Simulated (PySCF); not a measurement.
# B3N2H7: electronic excitations and core binding energies

Wanted: the electronic excitations and core binding energies of B3N2H7 (`BN(B)BN`), by calculation.

Programs: PySCF 2.14.0, with density-fitted response routines of our own. Each step states its level of theory. These are calculated values for one molecule in the gas phase, unless marked as measured. Atoms count from 0, in the outputs and in this text.

## Step 1: The starting structure

12 atoms, charge 0, multiplicity 1; geometry from: GFN2-xTB.

Bonds of the start (Å): B0–N1 1.42, N1–B2 1.42, N1–B3 1.47, B3–N4 1.38, B0–H5 1.17, B0–H6 1.17, B2–H7 1.17, B2–H8 1.17, B3–H9 1.17, N4–H10 1.01, N4–H11 1.00.

## Step 2: TDDFT and polarisability: CAM-B3LYP/def2-SVPD

Job settings and geometry (Å):

```
{"job": {"kind": "uv", "xc": "CAM-B3LYP", "basis": "def2-SVPD", "nstates": 8, "ntriplets": 3}, "charge": 0, "multiplicity": 1}
B     -1.009522    -1.096621     0.490539
N     -0.484723     0.111004    -0.037089
B     -1.335336     1.205093    -0.351341
B      0.957041     0.256167    -0.290920
N      1.877186    -0.324014     0.562141
H     -0.301999    -2.014354     0.682061
H     -2.155634    -1.190664     0.710834
H     -0.886757     2.165312    -0.852116
H     -2.475595     1.147095    -0.093388
H      1.338181     0.884243    -1.202720
H      1.605344    -0.878530     1.357147
H      2.873012    -0.265416     0.440120
```

With the program's defaults for keys left out, this is: TDDFT CAM-B3LYP/def2-SVPD, vertical, gas phase, core orbitals frozen in the response.

On the command line:

```
$ OMP_NUM_THREADS=1 python probes_run.py task.json out
```

This one command runs all jobs of the session in turn.

Log:

```text
coarse grid: 9728 points
cycle   1  E = -188.0687297251  dE =  4.559e-01  |g| = 4.238e-01  |ddm| = 5.683e+00
cycle   2  E = -188.0740664432  dE = -5.337e-03  |g| = 4.357e-01  |ddm| = 1.044e+00
cycle   3  E = -188.1133682273  dE = -3.930e-02  |g| = 4.174e-02  |ddm| = 5.288e-01
cycle   4  E = -188.1138132385  dE = -4.450e-04  |g| = 1.467e-02  |ddm| = 1.012e-01
cycle   5  E = -188.1138538986  dE = -4.066e-05  |g| = 5.977e-03  |ddm| = 2.723e-02
cycle   6  E = -188.1138614584  dE = -7.560e-06  |g| = 9.062e-04  |ddm| = 8.228e-03
final grid: 93216 points
cycle   7  E = -188.1428237672  dE = -2.624e-05  |g| = 4.358e-03  |ddm| = 8.922e-02
cycle   8  E = -188.1428227455  dE =  1.022e-06  |g| = 5.041e-03  |ddm| = 1.085e-02
cycle   9  E = -188.1428279304  dE = -5.185e-06  |g| = 1.435e-04  |ddm| = 5.390e-03
cycle  10  E = -188.1428279374  dE = -6.942e-09  |g| = 9.096e-05  |ddm| = 7.040e-04
cycle  11  E = -188.1428279394  dE = -2.034e-09  |g| = 2.776e-05  |ddm| = 2.006e-04
cycle  12  E = -188.1428279396  dE = -1.727e-10  |g| = 8.792e-06  |ddm| = 5.003e-05
converged SCF energy = -188.1428279396

Static polarisability (au): isotropic 57.600, principal 43.278 61.834 67.687

Singlet excitations
state   eV       nm        f      main configurations
  1   6.1208    202.6   0.00210   H-1->L 0.72, H->L 0.15
  2   6.2750    197.6   0.00169   H-2->L 0.79, H-1->L+1 0.10
  3   6.6208    187.3   0.08328   H->L 0.77, H-1->L 0.16
  4   7.4355    166.7   0.04445   H-3->L 0.54, H-2->L 0.10
  5   7.5151    165.0   0.18425   H->L+1 0.64, H-2->L+1 0.10
  6   7.6284    162.5   0.05857   H->L+2 0.71
  7   7.7875    159.2   0.01428   H-1->L+1 0.63, H-3->L 0.12
  8   7.9333    156.3   0.00865   H-2->L+1 0.65, H-3->L 0.11

Triplet excitations (Tamm-Dancoff, eV): 5.5158 5.7317 5.8125
```

Wall time 48 s (1 thread of Intel Xeon at 2.50GHz, shared host); peak memory 0.67 GiB.

The orbitals next to the gap, with their largest atomic shares:

```tsv
orbital	eV	atoms
HOMO−3	-11.12	N1 23 %, B3 17 %, N4 16 %
HOMO−2	-10.57	N1 20 %, B2 18 %, B0 13 %
HOMO−1	-10.46	B0 22 %, B2 22 %, H7 12 %
HOMO	-9.82	N4 49 %, N1 17 %, B3 11 %
LUMO	-0.18	B0 34 %, B2 27 %, N1 14 %
LUMO+1	0.87	B2 24 %, B3 16 %, N1 14 %
LUMO+2	1.04	B3 42 %, B0 16 %, H11 14 %
```

With each of the 8 states as a Gaussian band of 0.4 eV half-width at 1/e, the curve within the window shown has maxima at 187 nm (ε 3,500), 165 nm (ε 12,000) L/(mol cm). Beyond the last state computed it falls off for lack of states. The curve at chosen wavelengths:

```json
{"nm": "151", "ε (L/mol/cm)": "938"}
{"nm": "154", "ε (L/mol/cm)": "2563"}
{"nm": "157", "ε (L/mol/cm)": "5402"}
{"nm": "160", "ε (L/mol/cm)": "8854"}
{"nm": "163", "ε (L/mol/cm)": "11410"}
{"nm": "166", "ε (L/mol/cm)": "11751"}
{"nm": "169", "ε (L/mol/cm)": "9895"}
{"nm": "171", "ε (L/mol/cm)": "8033"}
{"nm": "174", "ε (L/mol/cm)": "5392"}
{"nm": "177", "ε (L/mol/cm)": "3733"}
{"nm": "180", "ε (L/mol/cm)": "3175"}
{"nm": "183", "ε (L/mol/cm)": "3280"}
{"nm": "186", "ε (L/mol/cm)": "3490"}
{"nm": "189", "ε (L/mol/cm)": "3439"}
{"nm": "192", "ε (L/mol/cm)": "3040"}
{"nm": "195", "ε (L/mol/cm)": "2413"}
{"nm": "198", "ε (L/mol/cm)": "1739"}
{"nm": "201", "ε (L/mol/cm)": "1155"}
{"nm": "204", "ε (L/mol/cm)": "719"}
{"nm": "206", "ε (L/mol/cm)": "511"}
{"nm": "209", "ε (L/mol/cm)": "297"}
{"nm": "212", "ε (L/mol/cm)": "169"}
{"nm": "215", "ε (L/mol/cm)": "95"}
{"nm": "218", "ε (L/mol/cm)": "53"}
{"nm": "221", "ε (L/mol/cm)": "29"}
{"nm": "224", "ε (L/mol/cm)": "16"}
```

Leading natural transition orbitals of singlet state 5: the hole lies on N1, N4 about 30 % each; H9 7 %; B0, B2 about 6 % each; the particle on B3 28 %; B2 17 %; H8, H9 about 9 % each.

Leading natural transition orbitals of singlet state 1: the hole lies on H5, H6 about 23 % each; H7 15 %; B0 12 %; the particle on B0 36 %; B2 24 %; H5 11 %.

Ground-state properties from the same run:

```tsv
property	computed
dipole moment (D)	2.24
polarisability (Å³)	8.54
HOMO–LUMO gap (eV)	9.63
−ε(HOMO) (eV)	9.82
```

The fields below are evaluated on a grid from the run's orbitals.

Frontier orbitals at CAM-B3LYP/def2-SVPD, with the share of their density that lies nearest to each atom:

```tsv
orbital	energy (eV)	lies on
HOMO	-9.82	N4 49 %; N1 18 %; B3 6 %
LUMO	-0.18	B0 30 %; B2 24 %; H5, H7 about 11 % each
```

ELF in a plane through or near 8 of the atoms.

Values, 10 rows by 14 columns:
```
0.00 0.00 0.00 0.00 0.00 0.00 0.00 0.00 0.00 0.00 0.00 0.00 0.00 0.00
0.00 0.00 0.00 0.00 0.00 0.00 0.00 0.00 0.06 0.20 0.01 0.00 0.00 0.00
0.00 0.00 0.00 0.00 0.01 0.73 0.68 0.02 0.94 1.00 0.52 0.00 0.00 0.00
0.00 0.00 0.00 0.06 0.02 0.77 0.98 0.04 0.88 0.99 0.30 0.07 0.00 0.00
0.00 0.00 0.67 0.99 0.73 0.74 0.48 0.79 0.87 0.28 1.00 0.99 0.13 0.00
0.00 0.00 0.16 0.70 0.71 0.75 0.26 0.48 0.64 0.23 0.98 0.97 0.09 0.00
0.00 0.00 0.00 0.11 0.52 0.09 0.41 0.15 0.08 0.94 0.10 0.01 0.00 0.00
0.00 0.00 0.00 0.00 0.01 0.28 1.00 0.93 0.83 1.00 0.96 0.03 0.00 0.00
0.00 0.00 0.00 0.00 0.00 0.23 0.88 0.32 0.11 0.80 0.22 0.00 0.00 0.00
0.00 0.00 0.00 0.00 0.00 0.00 0.00 0.00 0.00 0.00 0.00 0.00 0.00 0.00
```
The map spans 10.9 Å across and 9.3 Å up, centred on the molecule. Atoms in the plane (x, y in Å): B0 (0.6, -1.4), N1 (0.5, 0.0), B2 (1.7, 0.8), B3 (-0.8, 0.7), N4 (-1.9, 0.1), H6 (1.7, -1.9), H7 (1.5, 2.0), H11 (-2.9, 0.5).

On the surface of density 0.002 e/bohr³ the electrostatic potential runs, from the 1st to the 99th percentile, from -0.39 to 1.85 V.

## Step 3: Core holes by ΔSCF: SCAN, X2C

Settings changed since step 2:

```diff
@@ -1,2 +1,2 @@
-{"job": {"kind": "uv", "xc": "CAM-B3LYP", "basis": "def2-SVPD", "nstates": 8, "ntriplets": 3}, "charge": 0, "multiplicity": 1}
+{"job": {"kind": "xps"}, "charge": 0, "multiplicity": 1}
 B     -1.009522    -1.096621     0.490539
```

Level: delta-SCF UKS SCAN, pcX-2 on the ionised atom, pcseg-1 elsewhere, spin-free X2C.

Log:

```text
ground state, core basis on atom 0 (B), 136 functions
  cycle   1  E = -188.25946150  |g| = 5.03e-01
  cycle   2  E = -188.19347966  |g| = 7.29e-01
  cycle   3  E = -188.31771569  |g| = 9.95e-02
  cycle   4  E = -188.32021337  |g| = 2.70e-02
  cycle   5  E = -188.32033055  |g| = 1.36e-02
  cycle   6  E = -188.32037552  |g| = 3.14e-03
  cycle   7  E = -188.32037744  |g| = 4.02e-04
  E(ground) = -188.33229333 Eh
hole in B 1s of atom 0
  cycle   1  E = -180.71351197  |g| = 1.16e+00
  cycle   2  E = -178.82572305  |g| = 1.89e+00
  cycle   3  E = -180.84614997  |g| = 7.29e-01
  cycle   4  E = -181.09111901  |g| = 2.33e-01
  cycle   5  E = -181.10203192  |g| = 2.03e-01
  cycle   6  E = -181.12194576  |g| = 6.18e-02
  cycle   7  E = -181.12377261  |g| = 2.28e-02
  cycle   8  E = -181.12418878  |g| = 1.02e-02
  cycle   9  E = -181.12442397  |g| = 8.86e-03
  cycle  10  E = -181.12458873  |g| = 7.66e-03
  cycle  11  E = -181.12474002  |g| = 4.42e-03
  cycle  12  E = -181.12476866  |g| = 1.75e-03
  cycle  13  E = -181.12476882  |g| = 6.17e-04
  cycle  14  E = -181.12476977  |g| = 2.29e-04
  E(ion) = -181.13659836 Eh   <S^2> = 0.9185   hole on atom = 1.000   binding energy = 195.805 eV
ground state, core basis on atom 1 (N), 136 functions
  cycle   1  E = -188.33933597  |g| = 7.17e-02
  cycle   2  E = -188.33933965  |g| = 7.83e-03
  cycle   3  E = -188.33932982  |g| = 9.67e-03
  cycle   4  E = -188.33935620  |g| = 1.16e-03
  cycle   5  E = -188.33935623  |g| = 2.10e-04
  E(ground) = -188.34843909 Eh
hole in N 1s of atom 1
  cycle   1  E = -172.75800919  |g| = 1.87e+00
  cycle   2  E = -172.08516137  |g| = 2.09e+00
  cycle   3  E = -173.39680695  |g| = 4.34e-01
  cycle   4  E = -173.42963747  |g| = 2.80e-01
  cycle   5  E = -173.46650437  |g| = 6.33e-02
  cycle   6  E = -173.46829178  |g| = 7.95e-03
  cycle   7  E = -173.46832319  |g| = 2.89e-03
  cycle   8  E = -173.46832834  |g| = 9.91e-04
  cycle   9  E = -173.46832926  |g| = 2.88e-04
  E(ion) = -173.47587156 Eh   <S^2> = 0.7655   hole on atom = 1.000   binding energy = 404.703 eV
ground state, core basis on atom 3 (B), 136 functions
  cycle   1  E = -188.32213495  |g| = 5.11e-02
  cycle   2  E = -188.32205382  |g| = 3.25e-02
  cycle   3  E = -188.32222231  |g| = 1.87e-02
  cycle   4  E = -188.32229854  |g| = 4.86e-03
  cycle   5  E = -188.32230300  |g| = 4.26e-04
  E(ground) = -188.33417124 Eh
hole in B 1s of atom 3
  cycle   1  E = -180.71033629  |g| = 1.17e+00
  cycle   2  E = -178.80048761  |g| = 1.90e+00
  cycle   3  E = -180.94338274  |g| = 5.06e-01
  cycle   4  E = -181.05225827  |g| = 3.53e-01
  cycle   5  E = -181.10417640  |g| = 1.31e-01
  cycle   6  E = -181.11156412  |g| = 5.06e-02
  cycle   7  E = -181.11263506  |g| = 2.00e-02
  cycle   8  E = -181.11288038  |g| = 6.63e-03
  cycle   9  E = -181.11296256  |g| = 4.35e-03
  cycle  10  E = -181.11301407  |g| = 2.23e-03
  cycle  11  E = -181.11303200  |g| = 1.08e-03
  cycle  12  E = -181.11303347  |g| = 5.14e-04
  cycle  13  E = -181.11303362  |g| = 1.42e-04
  E(ion) = -181.12519252 Eh   <S^2> = 0.8054   hole on atom = 1.000   binding energy = 196.166 eV
ground state, core basis on atom 4 (N), 136 functions
  cycle   1  E = -188.33956157  |g| = 7.17e-02
  cycle   2  E = -188.33956690  |g| = 5.17e-03
  cycle   3  E = -188.33955702  |g| = 8.85e-03
  cycle   4  E = -188.33957321  |g| = 6.75e-04
  cycle   5  E = -188.33957272  |g| = 2.11e-04
  E(ground) = -188.34866875 Eh
hole in N 1s of atom 4
  cycle   1  E = -172.74948645  |g| = 1.86e+00
  cycle   2  E = -172.20881049  |g| = 1.99e+00
  cycle   3  E = -173.39432760  |g| = 3.62e-01
  cycle   4  E = -173.42240382  |g| = 2.03e-01
  cycle   5  E = -173.44127306  |g| = 5.54e-02
  cycle   6  E = -173.44252202  |g| = 1.39e-02
  cycle   7  E = -173.44262556  |g| = 3.45e-03
  cycle   8  E = -173.44263326  |g| = 1.08e-03
  cycle   9  E = -173.44263440  |g| = 4.26e-04
  E(ion) = -173.44997265 Eh   <S^2> = 0.7635   hole on atom = 1.000   binding energy = 405.414 eV
```

Wall time 80 s (1 thread of Intel Xeon at 2.50GHz, shared host); peak memory 0.48 GiB.

The holes in one table. −ε is the ground-state orbital energy:

```tsv
hole	stands for	environment	ΔSCF (eV)	−ε (eV)	⟨S²⟩
B1s on B0	B0, B2	boron bonded to N, 2 H	195.80 (doubtful)	180.1	0.918
N1s on N1	N1	nitrogen bonded to 3 B	404.70	385.8	0.765
B1s on B3	B3	boron bonded to 2 N, H	196.17	180.2	0.805
N1s on N4	N4	nitrogen bonded to B, 2 H	405.41	386.1	0.763
```

Each hole run stands for the others of its class of like atoms.

Doubtful: the ion did not converge, its hole moved, or its ⟨S²⟩ is well above 0.75.

## Step 4: Results

| quantity | value |
| --- | --- |
| lowest singlet (CAM-B3LYP/def2-SVPD) | 6.12 eV (203 nm), f = 0.002 |
| brightest single state of those computed | state 5, 7.52 eV, f = 0.184 |
| lowest triplet | 5.52 eV |
| surface potential, 1st and 99th percentile | -0.39 V and 1.85 V |
| N1s binding energies, SCAN/pcX-2 | N4 405.41, N1 404.70 eV |
| B1s binding energies, SCAN/pcX-2 (standing for 1 of 3 atoms) | B3 196.17 eV |

**Reading.** The first singlet state (HOMO−1→LUMO 0.72, HOMO→LUMO 0.15) lies at 6.12 eV and is weak; of the 8 states computed, the strongest absorption comes from state 5 at 7.52 eV. The lowest triplet lies 0.61 eV below the lowest singlet (triplets in Tamm-Dancoff, singlets in full TDDFT). The N1s levels kept as sound span 0.71 eV, from N1 (nitrogen bonded to 3 B) up to N4 (nitrogen bonded to B, 2 H).
